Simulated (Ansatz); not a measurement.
# Hf3N2: the cost of one run

Program: Ansatz 0.2.0. Level of theory: DFT r2SCAN, scalar-relativistic, plane waves, PAW. These are calculated values, not measurements.

2 further runs of the same task are left out: 2 set aside as unsound or not needed.

## (1) The system as given

It takes space group R-3m (No. 166, trigonal). Conventional cell: a = 3.209 Å, b = 3.209 Å, c = 23.315 Å, α = 90.00°, β = 90.00°, γ = 120.00°. Hf (site symmetry 3m) has 3 N at 2.30 Å in its first shell of neighbours. Hf (site symmetry -3m) has 6 N at 2.25 Å in its first shell of neighbours. Around N (site symmetry 3m) lie 6 Hf at 2.25 to 2.30 Å.

Coordinates:

```xyz
15
Lattice="-3.2088 0.0000 0.0000 -1.6044 -2.7789 0.0000 0.0000 0.0000 23.3146" Properties=species:S:1:pos:R:3 pbc="T T T"
Hf   -3.2088   -1.8526    2.6340
Hf   -4.8132   -2.7789   18.1770
Hf   -1.6044   -0.9263   10.4055
Hf   -3.2088   -1.8526   12.9091
Hf   -4.8132   -2.7789    5.1376
Hf   -1.6044   -0.9263   20.6806
Hf   -3.2088   -1.8526    7.7715
Hf   -3.2088    0.0000    0.0000
Hf   -1.6044   -0.9263   15.5430
N    -3.2088   -1.8526   22.0421
N    -3.2088    0.0000   14.2706
N    -1.6044   -0.9263    6.4991
N    -3.2088   -1.8526   16.8155
N    -1.6044   -2.7789    9.0440
N    -1.6044   -0.9263    1.2725
```

It goes back to an entry of the Materials Project, which need not be the stable form.

It is built from the cell relaxed beforehand with the same method (13.86 Å³/atom).

## (2) The reference: the undisturbed cell on the scan's mesh

The input, input.yaml:

```yaml
crystal:
  lattice:
    - [-3.2087987856, 0.0, 0.0]
    - [-1.6043993928, -2.778901264, 0.0]
    - [0.0, 1.0e-10, 23.3145737095]
  atoms:
    - { symbol: Hf, position: [0.6666666667, 0.6666666667, 0.1129744351] }
    - { symbol: Hf, position: [1.0, 1.0, 0.7796411018] }
    - { symbol: Hf, position: [0.3333333333, 0.3333333333, 0.4463077685] }
    - { symbol: Hf, position: [0.6666666667, 0.6666666667, 0.5536922315] }
    - { symbol: Hf, position: [1.0, 1.0, 0.2203588982] }
    - { symbol: Hf, position: [0.3333333333, 0.3333333333, 0.8870255649] }
    - { symbol: Hf, position: [0.6666666667, 0.6666666667, 0.3333333333] }
    - { symbol: Hf, position: [1.0, 0.0, 0.0] }
    - { symbol: Hf, position: [0.3333333333, 0.3333333333, 0.6666666667] }
    - { symbol: "N", position: [0.6666666667, 0.6666666667, 0.9454222611] }
    - { symbol: "N", position: [1.0, 0.0, 0.6120889278] }
    - { symbol: "N", position: [0.3333333333, 0.3333333333, 0.2787555945] }
    - { symbol: "N", position: [0.6666666667, 0.6666666667, 0.7212444055] }
    - { symbol: "N", position: [0.0, 1.0, 0.3879110722] }
    - { symbol: "N", position: [0.3333333333, 0.3333333333, 0.0545777389] }
basis:
  ecutwfc: 500
kpoints:
  mp_grid: { grid: [17, 17, 2] }
hamiltonian:
  xc: r2scan
scf:
  occupations: { method: gaussian, width: 0.15 }
output:
  forces: true
  stress: true
  eigenvalues: true
```

The run is started by

```bash
$ ansatz run input.yaml --threads 2 --pin off --max-ram 5120MiB --backend cpu --events-out ev --progress --plain --runs-dir out
```

**Question.** How long does this run take on 2 threads of Intel Xeon 6975P-C (Granite Rapids), shared host, and how much memory does it need?

About 75 s, with a peak of 2.3 GiB.
